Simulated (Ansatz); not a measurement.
# CH4In radical: small, medium and large basis sets

The task here is to estimate one member of a computed series from the others.

Method: one geometry, several basis sets; program: Ansatz 0.2.0, Gaussian basis.

The runs, in order: PBE0-D4/def2-SVP; ωB97M-V/def2-SVP; PBE0-D4/def2-QZVPP; ωB97M-V/def2-QZVPP; the functionals' def2-TZVPP values are taken from earlier runs.

## The relaxed structure

The geometry comes from an earlier relaxation with PBE0-D4 in a triple-zeta def2 set; it is a stationary point. In takes the def2 core potential; no spin-orbit term is included.

SMILES `[CH3][InH]`, 6 atoms, charge 0, spin multiplicity 2.

Atoms are counted from 1 here; the program's logs count them from 0.

Bond lengths: C1–In2 2.189 Å, C1–H3 1.091 Å, C1–H4 1.091 Å, C1–H5 1.091 Å, In2–H6 1.769 Å. Angles: In2–C1–H3 109.9°, In2–C1–H4 109.5°, In2–C1–H5 109.5°, H3–C1–H4 109.7°, H3–C1–H5 109.7°, H4–C1–H5 108.4°, C1–In2–H6 120.5°.

Coordinates:

| atom | x (Å) | y (Å) | z (Å) |
| --- | --- | --- | --- |
| C1 | -0.19384 | -0.43194 | -0.58171 |
| In2 | 1.07867 | 0.64387 | 0.83840 |
| H3 | -1.24384 | -0.29055 | -0.31980 |
| H4 | 0.05201 | -1.49485 | -0.55871 |
| H5 | -0.01176 | -0.05734 | -1.59030 |
| H6 | 0.36096 | 1.56690 | 2.16601 |

Set-up of the first run:

in.yaml

```yaml
crystal:
  periodic: [false, false, false]
  atoms:
    - {symbol: C, position_ang: [-0.193837, -0.431944, -0.581705]}
    - {symbol: In, position_ang: [1.078667, 0.643867, 0.838403]}
    - {symbol: H, position_ang: [-1.243836, -0.290546, -0.319799]}
    - {symbol: H, position_ang: [0.052008, -1.494846, -0.558714]}
    - {symbol: H, position_ang: [-0.011762, -0.057337, -1.590300]}
    - {symbol: H, position_ang: [0.360959, 1.566905, 2.166015]}
basis:
  gaussian: {orbitals: def2-SVP}
magnetization: {spin_polarized: true, initial_magnetization: 1}
hamiltonian: {xc: pbe0, dispersion: d4}
output: {orbitals: {seedname: orbitals}}
```

Steps of the session up to this table: PBE0-D4 in def2-SVP; ωB97M-V in def2-SVP; PBE0-D4 in def2-QZVPP; ωB97M-V in def2-QZVPP.

One table of the session follows, with a row left open; its other results are not shown here.

It belongs to the step «Functionals by basis». 

| functional | basis | HOMO (eV) | LUMO (eV) |
| --- | --- | --- | --- |
| PBE0-D4 | def2-SVP | -5.06 | -2.27 |
| PBE0-D4 | def2-TZVPP | -5.11 | -2.33 |
| PBE0-D4 | def2-QZVPP | ? | ? |
| ωB97M-V | def2-SVP | -7.00 | -0.64 |
| ωB97M-V | def2-TZVPP | -7.08 | -0.75 |
| ωB97M-V | def2-QZVPP | -7.09 | -0.81 |

**Question.** Estimate the row for PBE0-D4, def2-QZVPP.

The run gave: HOMO (eV): -5.13; LUMO (eV): -2.35. In the column «HOMO (eV)» it lies between ωB97M-V, def2-SVP (-7.00) and PBE0-D4, def2-TZVPP (-5.11).
